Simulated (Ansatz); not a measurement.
# La3In: response to strain

Aim: deform La3In (equal xx and yy strain of -1 %) and compute stress, forces and field gradients with LAPW, PAW and all-electron datasets made for the crystal.

Computed with Ansatz 0.2.0 (DFT PBEsol, scalar-relativistic, unless a step's input says otherwise).

### 1 Starting point

Symmetry: Pm-3m, No. 221, cubic system. Conventional cell: a = 5.085 Å, b = 5.085 Å, c = 5.085 Å, α = 90.00°, β = 90.00°, γ = 90.00°. La (site symmetry 4/mmm) has 8 La at 3.60 Å and 4 In at 3.60 Å in its first shell of neighbours. In (site symmetry m-3m) has 12 La at 3.60 Å in its first shell of neighbours.

As a file:

```
CELL_PARAMETERS angstrom
5.08540 0.00000 0.00000
0.00000 5.08540 0.00000
0.00000 0.00000 5.08540
ATOMIC_POSITIONS crystal
La 0.00000 0.50000 0.50000
La 0.50000 0.00000 0.50000
La 0.50000 0.50000 0.00000
In 0.00000 0.00000 0.00000
```

Atoms are numbered in the order of the input: La1, La2, La3, In4.

### 2 The deformed structure

Space group Pm-3m before, P4/mmm after.

### 3 LAPW, all electrons

input.yaml

```yaml
crystal:
  lattice:
    - [5.034546, 0.0, 0.0]
    - [0.0, 5.034546, 0.0]
    - [0.0, 0.0, 5.0854]
  atoms:
    - { symbol: La, position: [0.0, 0.5, 0.5] }
    - { symbol: La, position: [0.5, 0.0, 0.5] }
    - { symbol: La, position: [0.5, 0.5, 0.0] }
    - { symbol: In, position: [0.0, 0.0, 0.0] }
kpoints:
  mp_grid: { grid: [7, 7, 7] }
  band_path:
    path:
      - [0.0, 0.0, 0.0]
      - [0.0, 0.5, 0.0]
      - [0.5, 0.5, 0.0]
      - [0.0, 0.0, 0.0]
      - [0.0, 0.0, 0.5]
      - [0.0, 0.5, 0.5]
      - [0.5, 0.5, 0.5]
      - [0.0, 0.0, 0.5]
      - [0.0, 0.5, 0.0]
    npoints: 5
scf:
  occupations: { method: fermi_dirac, width: 0.05 }
hamiltonian:
  xc: pbesol
  pseudopotentials: { kind: all_electron, lapw: { basis_error: 0.001 } }
output:
  forces: true
  stress: true
  eigenvalues: true
```

Started as:

```console
ansatz run input.yaml --threads 1 --pin off --max-ram 4096MiB --backend cpu --events-out ev --progress --plain --runs-dir out
```

### 4 Frozen-core PAW

input.yaml

```yaml
crystal:
  lattice:
    - [5.034546, 0.0, 0.0]
    - [0.0, 5.034546, 0.0]
    - [0.0, 0.0, 5.0854]
  atoms:
    - { symbol: La, position: [0.0, 0.5, 0.5] }
    - { symbol: La, position: [0.5, 0.0, 0.5] }
    - { symbol: La, position: [0.5, 0.5, 0.0] }
    - { symbol: In, position: [0.0, 0.0, 0.0] }
kpoints:
  mp_grid: { grid: [7, 7, 7] }
scf:
  occupations: { method: fermi_dirac, width: 0.05 }
hamiltonian:
  xc: pbesol
  pseudopotentials: { kind: paw }
output:
  forces: true
  stress: true
  eigenvalues: true
  efg: { contact_densities: true }
  write_density: true
  write_potential: true
  elf: true
  volumetric_format: npy
```

### 5 All-electron PAW on datasets made for the crystal

input.yaml: that of step 4 with these lines changed.

```diff
@@ -16,3 +16,3 @@
   xc: pbesol
-  pseudopotentials: { kind: paw }
+  pseudopotentials: { kind: all_electron, datasets: crystal }
 output:
@@ -22,5 +22 @@
   efg: { contact_densities: true }
-  write_density: true
-  write_potential: true
-  elf: true
-  volumetric_format: npy
```

(Steps that only read results are left out.)

What does the calculation give? Wanted: pressure; largest shear or deviatoric stress.

**Answer**, as computed:

| quantity | value |
| --- | --- |
| pressure | LAPW -1.94, PAW -1.97, crystal datasets -1.94 GPa |
| largest shear or deviatoric stress (LAPW) | 0.18 GPa |

**Reading.** The largest part of the stress beyond the pressure is 0.18 GPa in size, in the zz component; the atoms are carried along and not relaxed. No run of the undeformed cell stands beside it, so pressure and stress hold what the given cell had before the change, as far as its symmetry allows. PAW: stress within 0.04 GPa of LAPW. Crystal datasets: stress within 0.01 GPa of LAPW. Spin-orbit coupling is left out, though the cell holds La; in elements this heavy it can shift bands and gaps by tenths of an eV.
